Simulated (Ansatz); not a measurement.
A run of Ansatz 0.2.0:

input

```
crystal:
  lattice:
    - [2.46491, 0.0, 0.0]
    - [-1.23245, 2.13467, 0.0]
    - [0.0, 0.0, 7.12745]
  atoms:
    - { symbol: Si, position: [0.0, 0.0, 0.0] }
    - { symbol: C, position: [0.33333, 0.66667, 0.5] }
    - { symbol: C, position: [0.66667, 0.33333, 0.5] }
hamiltonian:
  xc: { exchange: pbe, correlation: pbe, exx: { coeff: 0.1, omega: 0.2 } }
  pseudopotentials: { kind: paw }
kpoints:
  mp_grid: { grid: [6, 6, 2] }
scf:
  occupations: { method: fermi_dirac, width: 0.05 }
output:
  forces: true
  stress: true
  eigenvalues: true
  write_density: true
  write_potential: true
  elf: true
  volumetric_format: npy
```

Hardware: 1 × NVIDIA H100 80GB HBM3 with 2 threads of AMD EPYC 7R13 Processor (Zen 3), on a shared host.

Task: How long does it take, and how much memory?

Result: Run time: 10 s on 1 × NVIDIA H100 80GB HBM3 with 2 threads of AMD EPYC 7R13 Processor (Zen 3), with other jobs on the host, peak memory 1.6 GiB. Counts: scf iterations 20, plane waves 689, k points 14, bands 10.
